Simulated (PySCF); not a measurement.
**Te⁻: electron affinity in aug-cc-pVQZ-PP plus 1 even-tempered diffuse shell per l with ECP28**

Wanted: the electron affinity of tellurium, up a ladder of methods.

The numbers are computed with PySCF 2.14.0 (unrestricted determinants in a Gaussian basis, no spin-orbit coupling in the energies), except any that are marked as measured or tabulated.

## Step 1: Starting point

```
Element                                   : tellurium (Z = 52)
Basis                                     : aug-cc-pVQZ-PP with one added diffuse shell each of s, p, d, f, g type with ECP28MDF (8s8p6d4f3g, 117 functions)
Hamiltonian                               : scalar relativity through the core potential
State 1                                   : Te⁻: [Kr] 4d10 5s2 5p5, 2P determinant
Needed too, but not shown                 : Te [Kr] 4d10 5s2 5p4 (3P)
Methods                                   : UHF, LDA, PBE, PBE0, r2SCAN, M06-2X, wB97X, wB97X-V, MP2
Core shells frozen in the correlated runs : valence: 4s2 4p6 4d10 (for Te⁻)
```

The outer shells:

Te- [Kr] 4d10 5s2 5p5
```
[Kr] core
4d [↑↓][↑↓][↑↓][↑↓][↑↓]
5s [↑↓]
5p [↑↓][↑↓][↑ ]
```

The runs were made by one driver on top of PySCF. The scripts below sum up each run's settings (the driver also hands on starting orbitals that pick excited configurations, and frozen orbitals as a list rather than a count), and the logs come from the driver's own runs. The driver starts from symmetry-adapted Hartree-Fock orbitals, holds the occupation by maximum overlap and uses a logarithmic radial grid for functionals, so a plain start would take other cycles.

The integrals over 117 functions and the set-up took 7.7 s of CPU time.

## Step 2: Te⁻

#### UHF

input.py reads:

```python
from pyscf import gto, scf, dft, mp, cc
import basis_set_exchange as bse
txt = bse.get_basis("aug-cc-pVQZ-PP", elements=["Te"], fmt="nwchem", header=False, augment_diffuse=1)
cut = txt.index("\nECP")
mol = gto.M(atom="Te 0 0 0", charge=-1, spin=1, symmetry="D2h",
            basis=gto.basis.parse(txt[:cut]),
            ecp={"Te": gto.basis.parse_ecp(txt[cut:])})
mf = scf.UHF(mol)
mf.irrep_nelec = {'Ag': (4, 4), 'B1g': (1, 1), 'B2g': (1, 1), 'B3g': (1, 1), 'B1u': (2, 2), 'B2u': (2, 2), 'B3u': (2, 1)}
mf.kernel()
```

The program printed:

```text
damping factor = 0
level_shift factor = 0
DIIS = <class 'pyscf.scf.diis.CDIIS'>
diis_start_cycle = 1
diis_space = 10
diis_damp = 0
SCF conv_tol = 1e-09
SCF conv_tol_grad = None
number electrons alpha = 13  beta = 12
cycle= 1 E= -267.044902914048  delta_E= -0.0044  |g|= 0.0233  |ddm|= 0.0722
cycle= 2 E= -267.045560804739  delta_E= -0.000658  |g|= 0.01  |ddm|= 0.0259
cycle= 3 E= -267.045728640183  delta_E= -0.000168  |g|= 0.00147  |ddm|= 0.0216
cycle= 4 E= -267.045735710678  delta_E= -7.07e-06  |g|= 0.000819  |ddm|= 0.00619
cycle= 5 E= -267.045738043313  delta_E= -2.33e-06  |g|= 0.000424  |ddm|= 0.00393
cycle= 6 E= -267.045739117655  delta_E= -1.07e-06  |g|= 0.000113  |ddm|= 0.00414
cycle= 7 E= -267.045739174317  delta_E= -5.67e-08  |g|= 2.62e-05  |ddm|= 0.00102
cycle= 8 E= -267.045739176296  delta_E= -1.98e-09  |g|= 6.25e-06  |ddm|= 0.000166
cycle= 9 E= -267.045739176402  delta_E= -1.06e-10  |g|= 1.18e-06  |ddm|= 3.49e-05
converged SCF energy = -267.045739176402  <S^2> = 0.76410785  2S+1 = 2.0140584
```

CPU time 5.1 s on a shared host, the integrals not counted.

The occupied shells:

```csv
shell,electrons,mean orbital energy (eV),spread (eV),rms radius (bohr)
4s α,1,-186.85,0,0.820
4s β,1,-186.70,0,0.820
4p α,3,-131.50,0.460,0.882
4p β,3,-131.35,0.057,0.882
4d α,5,-45.903,0.501,1.04
4d β,5,-45.777,0.262,1.04
5s α,1,-14.750,0,2.36
5s β,1,-12.582,0,2.36
5p α,3,-3.004,1.454,3.23
5p β,2,-2.068,0,3.23
```

⟨S²⟩ = 0.764, ⟨L²⟩ = 2.06.

Energies and moments cover only the electrons outside the core potential.

#### LDA

Changes to input.py:

```diff
@@ -7,3 +7,3 @@
             ecp={"Te": gto.basis.parse_ecp(txt[cut:])})
-mf = scf.UHF(mol)
+mf = dft.UKS(mol, xc="LDA,VWN")
 mf.irrep_nelec = {'Ag': (4, 4), 'B1g': (1, 1), 'B2g': (1, 1), 'B3g': (1, 1), 'B1u': (2, 2), 'B2u': (2, 2), 'B3u': (2, 1)}
```

The program printed:

```text
damping factor = 0
level_shift factor = 0
DIIS = <class 'pyscf.scf.diis.CDIIS'>
diis_start_cycle = 1
diis_space = 10
diis_damp = 0
SCF conv_tol = 1e-09
SCF conv_tol_grad = None
number electrons alpha = 13  beta = 12
XC functionals = LDA,VWN
    P. A. M. Dirac.,  Math. Proc. Cambridge Philos. Soc. 26, 376 (1930)
    F. Bloch.,  Z. Phys. 57, 545 (1929)
    S. H. Vosko, L. Wilk, and M. Nusair.,  Can. J. Phys. 58, 1200 (1980)
cycle= 1 E= -267.671052991714  delta_E= -0.0155  |g|= 0.0708  |ddm|= 0.888
cycle= 2 E= -267.671809628504  delta_E= -0.000757  |g|= 0.0361  |ddm|= 0.212
cycle= 3 E= -267.67217863573  delta_E= -0.000369  |g|= 0.00493  |ddm|= 0.0802
cycle= 4 E= -267.672202218379  delta_E= -2.36e-05  |g|= 0.00118  |ddm|= 0.0175
cycle= 5 E= -267.672202710115  delta_E= -4.92e-07  |g|= 0.000134  |ddm|= 0.00323
cycle= 6 E= -267.672202730421  delta_E= -2.03e-08  |g|= 2.89e-05  |ddm|= 0.000548
cycle= 7 E= -267.672202731518  delta_E= -1.1e-09  |g|= 3.61e-07  |ddm|= 0.000103
cycle= 8 E= -267.672202731518  delta_E= -5.68e-13  |g|= 7.96e-08  |ddm|= 2.07e-06
converged SCF energy = -267.672202731518  <S^2> = 0.75245965  2S+1 = 2.0024581
```

It used 1.7 s of CPU time after the integrals (shared host).

Energies and moments cover only the electrons outside the core potential. At LDA the highest occupied level has a positive energy, so only the finite basis holds that electron; in a density functional this comes from self-interaction and does not mean that the real anion is unbound.

#### PBE

Changes to input.py:

```diff
@@ -7,3 +7,3 @@
             ecp={"Te": gto.basis.parse_ecp(txt[cut:])})
-mf = dft.UKS(mol, xc="LDA,VWN")
+mf = dft.UKS(mol, xc="PBE")
 mf.irrep_nelec = {'Ag': (4, 4), 'B1g': (1, 1), 'B2g': (1, 1), 'B3g': (1, 1), 'B1u': (2, 2), 'B2u': (2, 2), 'B3u': (2, 1)}
```

The program printed:

```text
damping factor = 0
level_shift factor = 0
DIIS = <class 'pyscf.scf.diis.CDIIS'>
diis_start_cycle = 1
diis_space = 10
diis_damp = 0
SCF conv_tol = 1e-09
SCF conv_tol_grad = None
number electrons alpha = 13  beta = 12
XC functionals = PBE
    J. P. Perdew, K. Burke, and M. Ernzerhof.,  Phys. Rev. Lett. 77, 3865 (1996)
    J. P. Perdew, K. Burke, and M. Ernzerhof.,  Phys. Rev. Lett. 78, 1396 (1997)
    J. P. Perdew, K. Burke, and M. Ernzerhof.,  Phys. Rev. Lett. 77, 3865 (1996)
    J. P. Perdew, K. Burke, and M. Ernzerhof.,  Phys. Rev. Lett. 78, 1396 (1997)
cycle= 1 E= -268.050332130545  delta_E= -0.0109  |g|= 0.0301  |ddm|= 0.841
cycle= 2 E= -268.050515411529  delta_E= -0.000183  |g|= 0.013  |ddm|=  0.1
cycle= 3 E= -268.050610369163  delta_E= -9.5e-05  |g|= 0.0103  |ddm|= 0.0651
cycle= 4 E= -268.050693479938  delta_E= -8.31e-05  |g|= 0.000765  |ddm|= 0.0279
cycle= 5 E= -268.050694225314  delta_E= -7.45e-07  |g|= 0.000147  |ddm|= 0.00252
cycle= 6 E= -268.050694254621  delta_E= -2.93e-08  |g|= 2.76e-05  |ddm|= 0.000516
cycle= 7 E= -268.050694255763  delta_E= -1.14e-09  |g|= 2.51e-06  |ddm|= 0.000109
cycle= 8 E= -268.050694255772  delta_E= -8.7e-12  |g|= 9.5e-08  |ddm|= 1.09e-05
converged SCF energy = -268.050694255772  <S^2> = 0.75454181  2S+1 = 2.0045367
```

CPU time 1.7 s on a shared host, the integrals not counted.

Energies and moments cover only the electrons outside the core potential. At PBE the highest occupied level has a positive energy, so only the finite basis holds that electron; in a density functional this comes from self-interaction and does not mean that the real anion is unbound.

#### PBE0

Changes to input.py:

```diff
@@ -7,3 +7,3 @@
             ecp={"Te": gto.basis.parse_ecp(txt[cut:])})
-mf = dft.UKS(mol, xc="PBE")
+mf = dft.UKS(mol, xc="PBE0")
 mf.irrep_nelec = {'Ag': (4, 4), 'B1g': (1, 1), 'B2g': (1, 1), 'B3g': (1, 1), 'B1u': (2, 2), 'B2u': (2, 2), 'B3u': (2, 1)}
```

The program printed:

```text
damping factor = 0
level_shift factor = 0
DIIS = <class 'pyscf.scf.diis.CDIIS'>
diis_start_cycle = 1
diis_space = 10
diis_damp = 0
SCF conv_tol = 1e-09
SCF conv_tol_grad = None
number electrons alpha = 13  beta = 12
XC functionals = PBE0
    C. Adamo and V. Barone.,  J. Chem. Phys. 110, 6158 (1999)
    M. Ernzerhof and G. E. Scuseria.,  J. Chem. Phys. 110, 5029 (1999)
cycle= 1 E= -268.069999770689  delta_E= -0.00703  |g|= 0.0195  |ddm|= 0.595
cycle= 2 E= -268.070232175935  delta_E= -0.000232  |g|= 0.0113  |ddm|= 0.0798
cycle= 3 E= -268.070330203907  delta_E= -9.8e-05  |g|= 0.00652  |ddm|= 0.0475
cycle= 4 E= -268.070347203606  delta_E= -1.7e-05  |g|= 0.000758  |ddm|= 0.0142
cycle= 5 E= -268.070348371174  delta_E= -1.17e-06  |g|= 0.000134  |ddm|= 0.00308
cycle= 6 E= -268.070348435794  delta_E= -6.46e-08  |g|= 3.34e-05  |ddm|= 0.00085
cycle= 7 E= -268.070348439942  delta_E= -4.15e-09  |g|= 5.07e-06  |ddm|= 0.000251
cycle= 8 E= -268.070348440034  delta_E= -9.14e-11  |g|= 2.84e-07  |ddm|= 4.21e-05
converged SCF energy = -268.070348440034  <S^2> = 0.7554326  2S+1 = 2.0054252
```

CPU time 3.6 s on a shared host, the integrals not counted.

#### r2SCAN

Changes to input.py:

```diff
@@ -7,3 +7,3 @@
             ecp={"Te": gto.basis.parse_ecp(txt[cut:])})
-mf = dft.UKS(mol, xc="PBE0")
+mf = dft.UKS(mol, xc="R2SCAN")
 mf.irrep_nelec = {'Ag': (4, 4), 'B1g': (1, 1), 'B2g': (1, 1), 'B3g': (1, 1), 'B1u': (2, 2), 'B2u': (2, 2), 'B3u': (2, 1)}
```

The program printed:

```text
damping factor = 0
level_shift factor = 0
DIIS = <class 'pyscf.scf.diis.CDIIS'>
diis_start_cycle = 1
diis_space = 10
diis_damp = 0
SCF conv_tol = 1e-09
SCF conv_tol_grad = None
number electrons alpha = 13  beta = 12
XC functionals = R2SCAN
    J. W. Furness, A. D. Kaplan, J. Ning, J. P. Perdew, and J. Sun.,  J. Phys. Chem. Lett. 11, 8208-8215 (2020)
    J. W. Furness, A. D. Kaplan, J. Ning, J. P. Perdew, and J. Sun.,  J. Phys. Chem. Lett. 11, 9248-9248 (2020)
    J. W. Furness, A. D. Kaplan, J. Ning, J. P. Perdew, and J. Sun.,  J. Phys. Chem. Lett. 11, 8208-8215 (2020)
    J. W. Furness, A. D. Kaplan, J. Ning, J. P. Perdew, and J. Sun.,  J. Phys. Chem. Lett. 11, 9248-9248 (2020)
cycle= 1 E= -268.163834041218  delta_E= -0.00897  |g|= 0.0227  |ddm|= 0.766
cycle= 2 E= -268.163919006305  delta_E= -8.5e-05  |g|= 0.0256  |ddm|= 0.125
cycle= 3 E= -268.164378934985  delta_E= -0.00046  |g|= 0.0046  |ddm|= 0.0773
cycle= 4 E= -268.164385440423  delta_E= -6.51e-06  |g|= 0.000961  |ddm|= 0.00954
cycle= 5 E= -268.164386989003  delta_E= -1.55e-06  |g|= 0.000181  |ddm|= 0.00413
cycle= 6 E= -268.164387072059  delta_E= -8.31e-08  |g|= 4.64e-05  |ddm|= 0.00106
cycle= 7 E= -268.164387079936  delta_E= -7.88e-09  |g|= 7.5e-06  |ddm|= 0.000401
cycle= 8 E= -268.164387080169  delta_E= -2.33e-10  |g|= 6.72e-07  |ddm|= 7.74e-05
converged SCF energy = -268.164387080169  <S^2> = 0.75803352  2S+1 = 2.0080175
```

It used 3.9 s of CPU time after the integrals (shared host).

Energies and moments cover only the electrons outside the core potential. At r2SCAN the highest occupied level has a positive energy, so only the finite basis holds that electron; in a density functional this comes from self-interaction and does not mean that the real anion is unbound.

#### M06-2X

Changes to input.py:

```diff
@@ -7,3 +7,3 @@
             ecp={"Te": gto.basis.parse_ecp(txt[cut:])})
-mf = dft.UKS(mol, xc="R2SCAN")
+mf = dft.UKS(mol, xc="M062X")
 mf.irrep_nelec = {'Ag': (4, 4), 'B1g': (1, 1), 'B2g': (1, 1), 'B3g': (1, 1), 'B1u': (2, 2), 'B2u': (2, 2), 'B3u': (2, 1)}
```

The program printed:

```text
damping factor = 0
level_shift factor = 0
DIIS = <class 'pyscf.scf.diis.CDIIS'>
diis_start_cycle = 1
diis_space = 10
diis_damp = 0
SCF conv_tol = 1e-09
SCF conv_tol_grad = None
number electrons alpha = 13  beta = 12
XC functionals = M062X
    Y. Zhao and D. G. Truhlar.,  Theor. Chem. Acc. 120, 215 (2008)
    Y. Zhao and D. G. Truhlar.,  Theor. Chem. Acc. 120, 215 (2008)
cycle= 1 E= -267.986509711743  delta_E= -0.00502  |g|= 0.0192  |ddm|= 0.411
cycle= 2 E= -267.986712548295  delta_E= -0.000203  |g|= 0.00431  |ddm|= 0.101
cycle= 3 E= -267.986725567561  delta_E= -1.3e-05  |g|= 0.00118  |ddm|= 0.0119
cycle= 4 E= -267.986726502219  delta_E= -9.35e-07  |g|= 0.000154  |ddm|= 0.00548
cycle= 5 E= -267.986726518176  delta_E= -1.6e-08  |g|= 6.52e-05  |ddm|= 0.000643
cycle= 6 E= -267.986726520314  delta_E= -2.14e-09  |g|= 1.45e-05  |ddm|= 0.000178
cycle= 7 E= -267.986726520504  delta_E= -1.9e-10  |g|= 2.8e-06  |ddm|= 5.26e-05
converged SCF energy = -267.986726520504  <S^2> = 0.75871178  2S+1 = 2.0086929
```

CPU time 4.5 s on a shared host, the integrals not counted.

#### wB97X

Changes to input.py:

```diff
@@ -7,3 +7,3 @@
             ecp={"Te": gto.basis.parse_ecp(txt[cut:])})
-mf = dft.UKS(mol, xc="M062X")
+mf = dft.UKS(mol, xc="WB97X")
 mf.irrep_nelec = {'Ag': (4, 4), 'B1g': (1, 1), 'B2g': (1, 1), 'B3g': (1, 1), 'B1u': (2, 2), 'B2u': (2, 2), 'B3u': (2, 1)}
```

The program printed:

```text
damping factor = 0
level_shift factor = 0
DIIS = <class 'pyscf.scf.diis.CDIIS'>
diis_start_cycle = 1
diis_space = 10
diis_damp = 0
SCF conv_tol = 1e-09
SCF conv_tol_grad = None
number electrons alpha = 13  beta = 12
XC functionals = WB97X
    J.-D. Chai and M. Head-Gordon.,  J. Chem. Phys. 128, 084106 (2008)
cycle= 1 E= -268.106061403118  delta_E= -0.00694  |g|= 0.018  |ddm|= 0.616
cycle= 2 E= -268.106311661781  delta_E= -0.00025  |g|= 0.00535  |ddm|= 0.0636
cycle= 3 E= -268.106337539124  delta_E= -2.59e-05  |g|= 0.00324  |ddm|= 0.0252
cycle= 4 E= -268.106342690013  delta_E= -5.15e-06  |g|= 0.000689  |ddm|= 0.00744
cycle= 5 E= -268.106344054698  delta_E= -1.36e-06  |g|= 0.000224  |ddm|= 0.003
cycle= 6 E= -268.10634433156  delta_E= -2.77e-07  |g|= 6.08e-05  |ddm|= 0.00174
cycle= 7 E= -268.106344356228  delta_E= -2.47e-08  |g|= 8.1e-06  |ddm|= 0.000668
cycle= 8 E= -268.106344356629  delta_E= -4.01e-10  |g|= 1.49e-06  |ddm|= 0.000102
converged SCF energy = -268.106344356629  <S^2> = 0.75356829  2S+1 = 2.0035651
```

CPU time 13 s on a shared host, the integrals not counted.

#### wB97X-V

Changes to input.py:

```diff
@@ -7,3 +7,3 @@
             ecp={"Te": gto.basis.parse_ecp(txt[cut:])})
-mf = dft.UKS(mol, xc="WB97X")
+mf = dft.UKS(mol, xc="WB97X_V")
 mf.irrep_nelec = {'Ag': (4, 4), 'B1g': (1, 1), 'B2g': (1, 1), 'B3g': (1, 1), 'B1u': (2, 2), 'B2u': (2, 2), 'B3u': (2, 1)}
```

The program printed:

```text
damping factor = 0
level_shift factor = 0
DIIS = <class 'pyscf.scf.diis.CDIIS'>
diis_start_cycle = 1
diis_space = 10
diis_damp = 0
SCF conv_tol = 1e-09
SCF conv_tol_grad = None
number electrons alpha = 13  beta = 12
XC functionals = WB97X_V
    N. Mardirossian and M. Head-Gordon.,  Phys. Chem. Chem. Phys. 16, 9904-9924 (2014)
NLC functional = WB97X_V
cycle= 1 E= -268.041224379142  delta_E= -0.00647  |g|= 0.0185  |ddm|=  0.6
cycle= 2 E= -268.041464388435  delta_E= -0.00024  |g|= 0.00434  |ddm|= 0.0651
cycle= 3 E= -268.04149531577  delta_E= -3.09e-05  |g|= 0.00183  |ddm|= 0.0172
cycle= 4 E= -268.041500433958  delta_E= -5.12e-06  |g|= 0.00102  |ddm|= 0.00627
cycle= 5 E= -268.041502144276  delta_E= -1.71e-06  |g|= 0.000282  |ddm|= 0.00352
cycle= 6 E= -268.041502572606  delta_E= -4.28e-07  |g|= 6.69e-05  |ddm|= 0.00229
cycle= 7 E= -268.041502595445  delta_E= -2.28e-08  |g|= 5.27e-06  |ddm|= 0.000627
cycle= 8 E= -268.041502595529  delta_E= -8.4e-11  |g|= 6.24e-07  |ddm|= 4e-05
converged SCF energy = -268.041502595529  <S^2> = 0.75347811  2S+1 = 2.0034751
```

CPU time 6.7 s on a shared host, the integrals not counted.

#### MP2 (valence)

Changes to input.py:

```diff
@@ -7,4 +7,5 @@
             ecp={"Te": gto.basis.parse_ecp(txt[cut:])})
-mf = dft.UKS(mol, xc="WB97X_V")
+mf = scf.UHF(mol)
 mf.irrep_nelec = {'Ag': (4, 4), 'B1g': (1, 1), 'B2g': (1, 1), 'B3g': (1, 1), 'B1u': (2, 2), 'B2u': (2, 2), 'B3u': (2, 1)}
 mf.kernel()
+mp.UMP2(mf, frozen=9).kernel()
```

No log was kept for this step.

CPU time 1.5 s on a shared host, the integrals not counted.

With 7 electrons correlated, the MP2 correlation energy is -0.12870 hartree (-0.02745 same spin, -0.10125 opposite spin); the SCS form gives -0.13065. Largest pairs of shells: 5p-5p -0.0762, 5s-5p -0.0445, 5s-5s -0.0081.

Radial density 4πr²ρ of Te⁻ at UHF, the electrons outside the core potential:

```csv
r (bohr),density,spin density
0.00215,2.53e-05,0.000
0.00361,6.86e-05,0.000
0.00607,0.000175,0.000
0.0102,0.000404,0.000
0.0172,0.000837,0.000
0.0289,0.00142,0.000
0.0486,0.00198,0.000
0.0817,0.00359,0.000
0.137,0.0232,0.000
0.231,0.303,0.001
0.389,4.72,0.015
0.654,24.6,0.065
1.10,13.9,0.002
1.85,4.05,0.417
3.11,1.84,0.306
5.24,0.272,0.029
8.81,0.0111,-0.001
14.8,6.56e-05,0.000
```

## Step 3: The energy differences

Electron affinity: Te⁻ [Kr] 4d10 5s2 5p5 (2P) → Te [Kr] 4d10 5s2 5p4 (3P).

```csv
method,value (eV),less the reference (eV)
UHF,1.057,-0.914
LDA,2.318,+0.347
PBE,2.074,+0.104
PBE0,2.027,+0.056
r2SCAN,2.031,+0.060
M06-2X,1.762,-0.209
wB97X,2.138,+0.167
wB97X-V,2.075,+0.104
MP2 (valence),1.940,-0.031
SCS-MP2 (valence),1.955,-0.016
```

Reference: 1.971 eV (measured; CRC Handbook (2014) and Andersen, Phys. Rep. 394, 157 (2004), with later updates, as tabulated in the mendeleev Python package). The reference lies between the lowest fine-structure levels, while these numbers refer to the centres of the terms. Errors of the correlated levels include the incompleteness of this basis. In the anion the highest occupied orbital energy is positive at LDA, PBE, r2SCAN, a self-interaction effect; the basis confines that electron, and the energy difference can still be sensible.

The differences also use runs on Te [Kr] 4d10 5s2 5p4 (3P), which are not shown here.

## Step 4: What came out

```
             quantity                                               value
electron affinity, Te  UHF 1.057, MP2 (valence) 1.940 eV; reference 1.971
```

**Reading.** The methods span 1.262 eV, from UHF (1.057) to LDA (2.318). The reference is uncertain or not like for like (spin-orbit coupling or other relativistic terms), so no ranking of close methods is drawn. The basis is finite, and no extrapolation was made.
